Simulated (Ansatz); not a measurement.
# Ge23H32 off sphere (Ge23H32): structure and electronic state, part 1 of 2

What does Ge23H32 off sphere (Ge23H32) look like as a singlet, and where do its frontier electrons sit?

Computed with Ansatz 0.2.0, Gaussian basis. Level: RKS PBE0-D4/def2-SVP.

Plan: relaxation at PBE-D4/def2-SVP; a single point at PBE0-D4/def2-SVP.

1 further run of the same task is left out (set aside as unsound or not needed). Runs told in other sessions of the task aren't counted.

## 1. Starting geometry

55 atoms, charge 0, spin multiplicity 1.

Atoms are counted from 1 here; the program's logs count them from 0.

Bond lengths: Ge1–Ge13 2.427 Å, Ge1–Ge14 2.399 Å, Ge1–H24 1.520 Å, Ge1–H25 1.517 Å, Ge2–Ge12 2.402 Å, Ge2–Ge16 2.404 Å, Ge2–H26 1.518 Å, Ge2–H27 1.517 Å, Ge3–Ge15 2.433 Å, Ge3–Ge17 2.426 Å, Ge3–H28 1.521 Å, Ge3–H29 1.525 Å, Ge4–Ge13 2.445 Å, Ge4–Ge18 2.418 Å, Ge4–Ge19 2.425 Å, Ge4–H30 1.538 Å, Ge5–Ge15 2.454 Å, Ge5–Ge18 2.423 Å and more. Angles: Ge13–Ge1–Ge14 114.8°, Ge13–Ge1–H24 108.9°, Ge13–Ge1–H25 107.6°, Ge14–Ge1–H24 111.5°, Ge14–Ge1–H25 111.0°, H24–Ge1–H25 102.2°, Ge12–Ge2–Ge16 114.9°, Ge12–Ge2–H26 109.5°, Ge12–Ge2–H27 109.1°, Ge16–Ge2–H26 110.9°, Ge16–Ge2–H27 109.4°, H26–Ge2–H27 102.3°, Ge15–Ge3–Ge17 111.2°, Ge15–Ge3–H28 111.4°, Ge15–Ge3–H29 108.4°, Ge17–Ge3–H28 113.4°, Ge17–Ge3–H29 110.2°, H28–Ge3–H29 101.8° and more.

The start is a GFN2-xTB geometry.

## 2. Optimising with PBE-D4/def2-SVP

in.yaml

```yaml
crystal:
  periodic: [false, false, false]
  atoms:
    - {symbol: Ge, position_ang: [-4.501480, 1.812930, -0.600820]}
    - {symbol: Ge, position_ang: [-2.102040, -3.539750, 2.564840]}
    - {symbol: Ge, position_ang: [1.181740, -3.903080, -0.726520]}
    - {symbol: Ge, position_ang: [-1.660620, 1.788990, -3.602730]}
    - {symbol: Ge, position_ang: [1.198000, -0.981920, -3.607390]}
    - {symbol: Ge, position_ang: [-1.671350, -1.107790, -0.839710]}
    - {symbol: Ge, position_ang: [-1.510400, 1.603640, 2.119850]}
    - {symbol: Ge, position_ang: [1.256330, -1.135770, 2.160220]}
    - {symbol: Ge, position_ang: [1.269490, 1.839920, -0.735550]}
    - {symbol: Ge, position_ang: [4.001440, -1.164270, -0.735060]}
    - {symbol: Ge, position_ang: [3.769510, 2.187570, 2.533790]}
    - {symbol: Ge, position_ang: [-3.083960, -2.318100, 0.745150]}
    - {symbol: Ge, position_ang: [-3.085540, 0.510700, -2.081100]}
    - {symbol: Ge, position_ang: [-3.352430, 2.859860, 1.226740]}
    - {symbol: Ge, position_ang: [-0.135930, -2.496520, -2.210820]}
    - {symbol: Ge, position_ang: [-0.203760, -2.478640, 3.588860]}
    - {symbol: Ge, position_ang: [2.632490, -2.568930, 0.688400]}
    - {symbol: Ge, position_ang: [-0.297870, 0.342200, -4.979130]}
    - {symbol: Ge, position_ang: [-0.180370, 3.135100, -2.231820]}
    - {symbol: Ge, position_ang: [2.655360, 0.319090, -2.112940]}
    - {symbol: Ge, position_ang: [-0.140840, 0.260060, 0.613680]}
    - {symbol: Ge, position_ang: [2.616090, 0.341710, 3.557080]}
    - {symbol: Ge, position_ang: [2.592400, 3.267680, 0.740830]}
    - {symbol: H, position_ang: [-5.275660, 2.828240, -1.426020]}
    - {symbol: H, position_ang: [-5.603300, 0.898320, -0.099500]}
    - {symbol: H, position_ang: [-3.168820, -3.853670, 3.598170]}
    - {symbol: H, position_ang: [-1.705730, -4.920900, 2.079930]}
    - {symbol: H, position_ang: [1.919480, -4.985690, -1.499680]}
    - {symbol: H, position_ang: [0.225780, -4.726740, 0.129170]}
    - {symbol: H, position_ang: [-2.492450, 2.742940, -4.475860]}
    - {symbol: H, position_ang: [2.073020, -1.846060, -4.533930]}
    - {symbol: H, position_ang: [-2.057810, 0.687120, 3.208460]}
    - {symbol: H, position_ang: [-0.620430, 2.529970, 2.940730]}
    - {symbol: H, position_ang: [4.995720, -1.954710, -1.569250]}
    - {symbol: H, position_ang: [4.926070, -0.320280, 0.132810]}
    - {symbol: H, position_ang: [5.111840, 1.715680, 2.010260]}
    - {symbol: H, position_ang: [4.174440, 3.208520, 3.581440]}
    - {symbol: H, position_ang: [-4.109980, -3.166290, 0.010060]}
    - {symbol: H, position_ang: [-3.986950, -1.246160, 1.353290]}
    - {symbol: H, position_ang: [-4.004870, -0.348770, -2.971010]}
    - {symbol: H, position_ang: [-4.336310, 3.230190, 2.319920]}
    - {symbol: H, position_ang: [-2.855360, 4.213010, 0.754690]}
    - {symbol: H, position_ang: [-0.997570, -3.394340, -3.116390]}
    - {symbol: H, position_ang: [0.620800, -3.512020, 4.343360]}
    - {symbol: H, position_ang: [-0.686180, -1.593360, 4.725420]}
    - {symbol: H, position_ang: [3.544900, -3.515060, 1.486090]}
    - {symbol: H, position_ang: [-1.171550, -0.573690, -5.819440]}
    - {symbol: H, position_ang: [0.457160, 1.126810, -6.039410]}
    - {symbol: H, position_ang: [0.674670, 4.084140, -3.057710]}
    - {symbol: H, position_ang: [-0.980270, 4.120480, -1.385700]}
    - {symbol: H, position_ang: [3.611540, 1.133680, -3.002640]}
    - {symbol: H, position_ang: [1.696980, 0.894950, 4.634430]}
    - {symbol: H, position_ang: [3.597410, -0.471710, 4.388150]}
    - {symbol: H, position_ang: [1.644700, 4.311230, 1.311250]}
    - {symbol: H, position_ang: [3.532470, 4.129480, -0.086940]}
basis:
  gaussian: {orbitals: def2-SVP, fitting: {mean_field: def2-universal-jkfit}}
hamiltonian: {xc: pbe, dispersion: d4}
scf: {lower_state_search: "off"}
output: {orbitals: {seedname: orbitals}}
relax: {f_tol: 0.03, max_steps: 70}
```

Launch:

```
> ansatz run in.yaml --threads 11 --pin off --events-out ev --progress --plain --max-ram 110592MiB --backend cuda --devices 0, --max-vram 75GiB
```

What it wrote:

```text
Functional definition: PBE
  name "PBE"
  cite "Perdew, Burke & Ernzerhof, Phys. Rev. Lett. 77, 3865 (1996) doi:10.1103/PhysRevLett.77.3865"
  parent pbe
  parameter kappa = 0.804
  parameter beta = 0.06672455060314922
  exchange = pbe_x(kappa = kappa, mu = beta*pi^2/3)
  correlation = pbe_c(beta = beta)
these checks for a lower state are left out or cut short: stability, starts, cluster_reference, orbital_swaps, neighbouring_geometries, increment
6694 factors; integrals over basis functions are off by at most 3.2e-1 eV
mean field evaluation 1: about -1300082.2073 eV, gradient 9.3e1 eV
mean field evaluation 2: about -1300077.0901 eV, gradient 1.1e2 eV
mean field evaluation 4: about -1300092.3443 eV, gradient 9.3e0 eV
mean field evaluation 8: about -1300092.5369 eV, gradient 7.5e-1 eV
mean field evaluation 16: about -1300092.5383 eV, gradient 1.4e-3 eV
mean field -1300092.53832885 eV, -47777.5195492121 hartree, gradient 8.7e-6 eV, S^2 0.000000; 0 other end points of the search recorded, 0 dependent functions left out
the calculation of the forces begins
reference -1300092.53843657 eV, -47777.5195531707 hartree; 384, 384 occupied and 512, 512 virtual orbitals, 6694 factors
relax step   1: F+E_penalty+E_count = -1300096.42394164 eV  Δ(F+E_penalty+E_count) = +0.000e0 eV  max|allowed force component| = 6.960e-1 eV/Å  Δτ_max = 0.0000 Å  (20 SCF iters, accepted)
these checks for a lower state are left out or cut short: stability, starts, cluster_reference, orbital_swaps, neighbouring_geometries, increment
6694 factors; integrals over basis functions are off by at most 3.4e-1 eV
mean field -1300093.15714243 eV, -47777.5422901916 hartree, gradient 1.3e-6 eV, S^2 0.000000; 0 other end points of the search recorded, 0 dependent functions left out
the calculation of the forces begins
reference -1300093.15724802 eV, -47777.5422940721 hartree; 384, 384 occupied and 512, 512 virtual orbitals, 6694 factors
relax step   2: F+E_penalty+E_count = -1300097.09569417 eV  Δ(F+E_penalty+E_count) = -6.718e-1 eV  max|allowed force component| = 3.434e-1 eV/Å  Δτ_max = 0.1917 Å  (26 SCF iters, accepted)
these checks for a lower state are left out or cut short: stability, starts, cluster_reference, orbital_swaps, neighbouring_geometries, increment
6694 factors; integrals over basis functions are off by at most 3.5e-1 eV
mean field evaluation 32: about -1300093.3021 eV, gradient 1.3e1 eV
mean field -1300093.28624652 eV, -47777.5470346793 hartree, gradient 2.0e-6 eV, S^2 0.000000; 0 other end points of the search recorded, 0 dependent functions left out
the calculation of the forces begins
reference -1300093.28635274 eV, -47777.5470385831 hartree; 384, 384 occupied and 512, 512 virtual orbitals, 6694 factors
relax step   3: F+E_penalty+E_count = -1300097.20431877 eV  Δ(F+E_penalty+E_count) = -1.086e-1 eV  max|allowed force component| = 4.648e-2 eV/Å  Δτ_max = 0.0993 Å  (21 SCF iters, accepted)
these checks for a lower state are left out or cut short: stability, starts, cluster_reference, orbital_swaps, neighbouring_geometries, increment
6694 factors; integrals over basis functions are off by at most 3.5e-1 eV
mean field -1300093.31549006 eV, -47777.5481093598 hartree, gradient 2.0e-6 eV, S^2 0.000000; 0 other end points of the search recorded, 0 dependent functions left out
the calculation of the forces begins
reference -1300093.31559622 eV, -47777.5481132608 hartree; 384, 384 occupied and 512, 512 virtual orbitals, 6694 factors
relax step   4: F+E_penalty+E_count = -1300097.24248167 eV  Δ(F+E_penalty+E_count) = -3.816e-2 eV  max|allowed force component| = 4.901e-2 eV/Å  Δτ_max = 0.2000 Å  (20 SCF iters, accepted)
these checks for a lower state are left out or cut short: stability, starts, cluster_reference, orbital_swaps, neighbouring_geometries, increment
6694 factors; integrals over basis functions are off by at most 3.5e-1 eV
mean field -1300093.31988783 eV, -47777.5482709747 hartree, gradient 2.2e-6 eV, S^2 0.000000; 0 other end points of the search recorded, 0 dependent functions left out
the calculation of the forces begins
reference -1300093.31999334 eV, -47777.5482748522 hartree; 384, 384 occupied and 512, 512 virtual orbitals, 6694 factors
relax step   5: F+E_penalty+E_count = -1300097.25535957 eV  Δ(F+E_penalty+E_count) = -1.288e-2 eV  max|allowed force component| = 1.286e-1 eV/Å  Δτ_max = 0.1950 Å  (19 SCF iters, accepted)
these checks for a lower state are left out or cut short: stability, starts, cluster_reference, orbital_swaps, neighbouring_geometries, increment
6694 factors; integrals over basis functions are off by at most 3.5e-1 eV
mean field -1300093.32470300 eV, -47777.5484479290 hartree, gradient 2.6e-6 eV, S^2 0.000000; 0 other end points of the search recorded, 0 dependent functions left out
the calculation of the forces begins
reference -1300093.32480839 eV, -47777.5484518021 hartree; 384, 384 occupied and 512, 512 virtual orbitals, 6694 factors
relax step   6: F+E_penalty+E_count = -1300097.25998077 eV  Δ(F+E_penalty+E_count) = -4.621e-3 eV  max|allowed force component| = 8.871e-2 eV/Å  Δτ_max = 0.0327 Å  (21 SCF iters, accepted)
these checks for a lower state are left out or cut short: stability, starts, cluster_reference, orbital_swaps, neighbouring_geometries, increment
6694 factors; integrals over basis functions are off by at most 3.4e-1 eV
mean field evaluation 64: about -1300093.3297 eV, gradient 2.1e-4 eV
mean field -1300093.32966014 eV, -47777.5486301005 hartree, gradient 2.7e-6 eV, S^2 0.000000; 0 other end points of the search recorded, 0 dependent functions left out
the calculation of the forces begins
reference -1300093.32976534 eV, -47777.5486339665 hartree; 384, 384 occupied and 512, 512 virtual orbitals, 6694 factors
relax step   7: F+E_penalty+E_count = -1300097.26512562 eV  Δ(F+E_penalty+E_count) = -5.145e-3 eV  max|allowed force component| = 6.267e-3 eV/Å  Δτ_max = 0.0537 Å  (20 SCF iters, accepted)
these checks for a lower state are left out or cut short: stability, starts, cluster_reference, orbital_swaps, neighbouring_geometries, increment
6694 factors; integrals over basis functions are off by at most 3.4e-1 eV
mean field -1300093.33008573 eV, -47777.5486457408 hartree, gradient 2.9e-6 eV, S^2 0.000000; 0 other end points of the search recorded, 0 dependent functions left out
the calculation of the forces begins
reference -1300093.33019047 eV, -47777.5486495899 hartree; 384, 384 occupied and 512, 512 virtual orbitals, 6694 factors
relax step   8: F+E_penalty+E_count = -1300097.26757476 eV  Δ(F+E_penalty+E_count) = -2.449e-3 eV  max|allowed force component| = 3.092e-2 eV/Å  Δτ_max = 0.1010 Å  (19 SCF iters, accepted)
these checks for a lower state are left out or cut short: stability, starts, cluster_reference, orbital_swaps, neighbouring_geometries, increment
6694 factors; integrals over basis functions are off by at most 3.4e-1 eV
mean field -1300093.32971371 eV, -47777.5486320692 hartree, gradient 2.6e-6 eV, S^2 0.000000; 0 other end points of the search recorded, 0 dependent functions left out
the calculation of the forces begins
reference -1300093.32981835 eV, -47777.5486359147 hartree; 384, 384 occupied and 512, 512 virtual orbitals, 6694 factors
relax step   9: F+E_penalty+E_count = -1300097.26764152 eV  Δ(F+E_penalty+E_count) = -6.675e-5 eV  max|allowed force component| = 2.354e-2 eV/Å  Δτ_max = 0.0317 Å  (21 SCF iters, accepted)
Total energy: -1300097.26774616 eV, -47777.6933520923 hartree
Atom 0 at    -4.520005     1.745946    -0.628599 Å, force     0.006464     0.009119    -0.003576 eV/Å
Atom 1 at    -1.961889    -3.684485     2.423435 Å, force    -0.010884     0.008201     0.015024 eV/Å
Atom 2 at     1.229750    -3.903050    -0.726571 Å, force     0.010143    -0.010999     0.003078 eV/Å
Atom 3 at    -1.646385     1.814382    -3.514340 Å, force     0.010105    -0.001337     0.003735 eV/Å
Atom 4 at     1.138889    -1.037347    -3.483999 Å, force    -0.007369    -0.006319     0.000683 eV/Å
Atom 5 at    -1.669289    -1.047584    -0.669846 Å, force     0.005080     0.003999    -0.004809 eV/Å
Atom 6 at    -1.630590     1.684745     2.237739 Å, force    -0.005889    -0.006102    -0.002068 eV/Å
Atom 7 at     1.200810    -1.068383     2.130524 Å, force     0.007593    -0.003292     0.003483 eV/Å
Atom 8 at     1.195586     1.796261    -0.660290 Å, force     0.000428    -0.005318    -0.017308 eV/Å
Atom 9 at     4.019990    -1.149928    -0.765029 Å, force     0.023543    -0.004348     0.001378 eV/Å
Atom 10 at     3.875340     2.025235     2.407336 Å, force    -0.020288     0.015229     0.011095 eV/Å
Atom 11 at    -3.169162    -2.278812     0.829240 Å, force     0.002410     0.011940     0.001176 eV/Å
Atom 12 at    -3.052140     0.418373    -2.074257 Å, force    -0.009252    -0.002262    -0.005152 eV/Å
Atom 13 at    -3.276860     3.037754     1.037040 Å, force    -0.011525    -0.002618     0.018438 eV/Å
Atom 14 at    -0.251344    -2.480575    -2.064996 Å, force     0.005672     0.002000     0.006983 eV/Å
Atom 15 at    -0.221625    -2.427345     3.598841 Å, force     0.000092     0.000392    -0.004258 eV/Å
Atom 16 at     2.611885    -2.492125     0.723491 Å, force     0.003212    -0.000487    -0.013615 eV/Å
Atom 17 at    -0.270413     0.357977    -4.920953 Å, force     0.006096     0.000140     0.000515 eV/Å
Atom 18 at    -0.137766     3.195924    -2.171381 Å, force    -0.000002     0.019365     0.000240 eV/Å
Atom 19 at     2.589142     0.350807    -2.069007 Å, force     0.004643    -0.003826     0.002747 eV/Å
Atom 20 at    -0.225819     0.359572     0.729159 Å, force    -0.000656     0.004607     0.009478 eV/Å
Atom 21 at     2.544584     0.359721     3.605901 Å, force    -0.009305     0.002154    -0.009824 eV/Å
Atom 22 at     2.504562     3.262106     0.804376 Å, force    -0.016424    -0.006945     0.003966 eV/Å
Atom 23 at    -5.376375     2.716391    -1.496804 Å, force     0.002590    -0.006686     0.004966 eV/Å
Atom 24 at    -5.499533     0.784175     0.106705 Å, force     0.011255     0.008681     0.000632 eV/Å
Atom 25 at    -2.964097    -4.268192     3.464719 Å, force     0.000249    -0.001720    -0.001917 eV/Å
Atom 26 at    -1.323059    -4.880188     1.664240 Å, force     0.006307     0.002159     0.001039 eV/Å
Atom 27 at     2.161208    -4.699658    -1.691280 Å, force    -0.008246     0.006134     0.004858 eV/Å
Atom 28 at     0.414660    -4.932532     0.107981 Å, force    -0.001185     0.001216    -0.004359 eV/Å
Atom 29 at    -2.551783     2.721802    -4.407714 Å, force     0.001295    -0.000856     0.004975 eV/Å
Atom 30 at     2.051861    -1.950945    -4.365103 Å, force    -0.000792     0.002447    -0.003410 eV/Å
Atom 31 at    -2.373172     0.699045     3.188176 Å, force    -0.001060     0.006274    -0.001314 eV/Å
Atom 32 at    -0.730475     2.597334     3.123093 Å, force     0.000125     0.000579    -0.002602 eV/Å
Atom 33 at     4.764592    -2.106223    -1.747866 Å, force    -0.010900     0.013641     0.013431 eV/Å
Atom 34 at     5.094097    -0.355383     0.034020 Å, force    -0.015151    -0.008687    -0.008956 eV/Å
Atom 35 at     5.039296     1.324243     1.656264 Å, force     0.010130    -0.011624    -0.010798 eV/Å
Atom 36 at     4.503462     3.020925     3.427354 Å, force     0.007067     0.005893     0.009423 eV/Å
Atom 37 at    -4.176574    -3.129413    -0.000744 Å, force     0.006609    -0.000196     0.000756 eV/Å
Atom 38 at    -3.995100    -1.219142     1.618848 Å, force     0.000769    -0.008606     0.001083 eV/Å
Atom 39 at    -3.944135    -0.479910    -2.991376 Å, force    -0.003310    -0.002603    -0.001868 eV/Å
Atom 40 at    -4.283416     3.652454     2.056333 Å, force     0.007235    -0.000450    -0.006962 eV/Å
Atom 41 at    -2.542020     4.214799     0.335600 Å, force    -0.008769    -0.012262    -0.001732 eV/Å
Atom 42 at    -1.161318    -3.367905    -2.973847 Å, force     0.000113     0.003744    -0.002897 eV/Å
Atom 43 at     0.675843    -3.407932     4.412847 Å, force    -0.004596     0.002622    -0.001012 eV/Å
Atom 44 at    -0.904460    -1.466477     4.617671 Å, force    -0.003408    -0.009631    -0.008332 eV/Å
Atom 45 at     3.507101    -3.387560     1.638216 Å, force    -0.001485    -0.003197    -0.002259 eV/Å
Atom 46 at    -1.176062    -0.543196    -5.811093 Å, force    -0.002382    -0.003896    -0.000475 eV/Å
Atom 47 at     0.629680     1.214241    -5.861071 Å, force    -0.005301     0.004265    -0.002976 eV/Å
Atom 48 at     0.839016     3.960970    -3.116616 Å, force    -0.006354    -0.008347     0.005010 eV/Å
Atom 49 at    -0.932966     4.256931    -1.355455 Å, force     0.005970    -0.001602    -0.007621 eV/Å
Atom 50 at     3.468498     1.255198    -2.991513 Å, force     0.002502    -0.001243    -0.003034 eV/Å
Atom 51 at     1.559307     1.104546     4.555252 Å, force     0.004233     0.004260     0.000581 eV/Å
Atom 52 at     3.467592    -0.527969     4.493169 Å, force     0.003225     0.000065    -0.000265 eV/Å
Atom 53 at     1.491035     4.148601     1.588671 Å, force     0.007797     0.000372     0.002699 eV/Å
Atom 54 at     3.390046     4.211793    -0.056491 Å, force     0.001583    -0.004039     0.001926 eV/Å
Dipole moment:     0.012462    -0.014165    -0.025683 e Å
Checks for a lower state left out: stability, starts, cluster_reference, orbital_swaps, neighbouring_geometries, increment
```

It took 38 s on 1 × H100 with 11 threads of AMD EPYC 7R13, shared host; peak host memory 1.8 GiB.

Step by step:

| step | energy from step 1 (eV) | largest force component (eV/Å) |
| --- | --- | --- |
| 1 | 0.0000 | 0.6960 |
| 2 | -0.6718 | 0.3434 |
| 3 | -0.7804 | 0.0465 |
| 4 | -0.8185 | 0.0490 |
| 5 | -0.8314 | 0.1286 |
| 6 | -0.8360 | 0.0887 |
| 7 | -0.8412 | 0.0063 |
| 8 | -0.8436 | 0.0309 |
| 9 | -0.8437 | 0.0235 |

The force was under the threshold of 0.03 eV/Å already at step 7, but the program went on to step 9.

Close pairs (by a distance rule), those that changed most:

| bond | before (Å) | after (Å) | change (Å) |
| --- | --- | --- | --- |
| Ge6–Ge21 | 2.515 | 2.454 | -0.061 |
| Ge9–Ge21 | 2.511 | 2.453 | -0.059 |
| Ge8–Ge21 | 2.508 | 2.457 | -0.051 |
| Ge1–Ge14 | 2.399 | 2.447 | +0.048 |
| Ge7–Ge14 | 2.402 | 2.446 | +0.044 |
| Ge2–Ge16 | 2.404 | 2.448 | +0.044 |
| Ge11–Ge23 | 2.401 | 2.445 | +0.044 |
| Ge2–Ge12 | 2.402 | 2.444 | +0.043 |

Bonds by kind at the end (by distance):

| bond | count | shortest (Å) | longest (Å) |
| --- | --- | --- | --- |
| Ge–Ge | 30 | 2.444 | 2.457 |
| Ge–H | 32 | 1.553 | 1.563 |

(Continued in part 2 of 2.)
